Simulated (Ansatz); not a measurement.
# CoSi+ (triplet): the correlation ladder, def2-TZVPP

An exercise on one series of results from a longer session: the logs are not shown, and one member is left open.

The runs use Ansatz 0.2.0, Gaussian basis; def2-TZVPP, core rule «outside noble gas», up to 14 orbitals frozen.

To be run: UHF; ROHF; CCSD(T) on UHF.

## What is computed

The geometry is a PBE0/def2-TZVP stationary point (not a proven minimum) of the parent state, kept for this charge and spin.

2 atoms, charge 1, spin multiplicity 3.

Atoms are counted from 1 here; the program's logs count them from 0.

Bond lengths: Co1–Si2 2.358 Å.

Set-up of the first run:

Contents of in.yaml:

```yaml
crystal:
  periodic: [false, false, false]
  atoms:
    - {symbol: Co, position_ang: [0.000000, 0.000000, 0.000000]}
    - {symbol: Si, position_ang: [0.000000, 0.000000, 2.357600]}
basis:
  gaussian: {orbitals: def2-TZVPP}
total_charge: 1
magnetization: {spin_polarized: true, initial_magnetization: 2}
hamiltonian: {xc: hf}
output: {orbitals: {seedname: orbitals}}
```

Launch:

```console
$ ansatz run in.yaml --threads 1 --pin off --events-out ev --progress --plain --max-ram 4096MiB --backend cpu
```

Steps of the session up to this table: UHF; ROHF; CCSD(T) on UHF.

One table of the session follows, with a row left open; its other results are not shown here.

It belongs to the step «Misses and costs». 

```
  method  from UCCSD(T) (meV)
    ROHF             +11438.5
    UMP2                    ?
   UCCSD               +654.4
UCCSD(T)                    0
```

**Question.** Estimate the row for UMP2.

**Answer.** from UCCSD(T) (meV): +842.1. In the column «from UCCSD(T) (meV)» it lies between UCCSD (+654.4) and ROHF (+11438.5).

Left out of the table: UHF (another determinant or state than the rows shown).

The program flags UCCSD(T) as in doubt (see the logs), so the zero of the table is itself unsure.

To keep in mind: The determinant is far from a pure spin state, so its energy mixes those of several spin states (harmless only where they are near-degenerate, as at dissociation). The program flags UCCSD(T) as in doubt, so the zero of the table is itself unsure. Warnings: spin contamination; coupled cluster took another determinant than the lowest.
